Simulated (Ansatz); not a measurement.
**IrPd3 under changes of volume**

One of the cells (15.100 Å³/atom); the others are scaled copies at fixed shape and fractional positions:

```
Ir Pd
1.0
    -1.96946    1.96946    3.89285
     1.96946   -1.96946    3.89285
     1.96946    1.96946   -3.89285
Ir Pd
1 3
Direct
  0.00000 0.00000 0.00000
  0.50000 0.50000 0.00000
  0.25000 0.75000 0.50000
  0.75000 0.25000 0.50000
```

The cell comes from a database or a generator and needn't be the stable form of this composition.

| Item | Value |
| --- | --- |
| Program | Ansatz 0.2.0 |
| Functional | PBEsol |
| Potentials or basis | all-electron LAPW, scalar-relativistic |
| Cutoff | 266 eV (chosen from the basis error) |
| Basis error allowed | 0.001 eV/atom |
| k mesh | 10 × 10 × 10 |
| Occupations | fermi-dirac, width 0.05 eV |
| Spin | no spin polarisation |

```tsv
volume (Å³/atom)	energy over the lowest point (meV/atom)	pressure (GPa)
14.194	0.00	2.7
14.496	0.27	-2.6
14.798	9.81	-7.2
15.100	27.46	-11.2
15.402	?	?
15.704	83.04	-17.7
16.005	119.27	-20.4
```

Question: What does the run at 15.402 Å³/atom give?

Answer: Energy over the lowest point 52.17 meV/atom; pressure -14.7 GPa.

Worked out: A Birch-Murnaghan fit of order 3 (a polynomial in V^(-2/3)) to the other rows has its minimum at 14.33 Å³/atom with B0 = V·E''(V) = 249 GPa and B' = 5.3 at fixed shape and positions, which overstates the stiffness. It gives 52.15 meV/atom at 15.402 Å³/atom, against the run's 52.17, and -dE/dV = -14.8 GPa, against -14.7.

Energies are extrapolated to zero smearing.
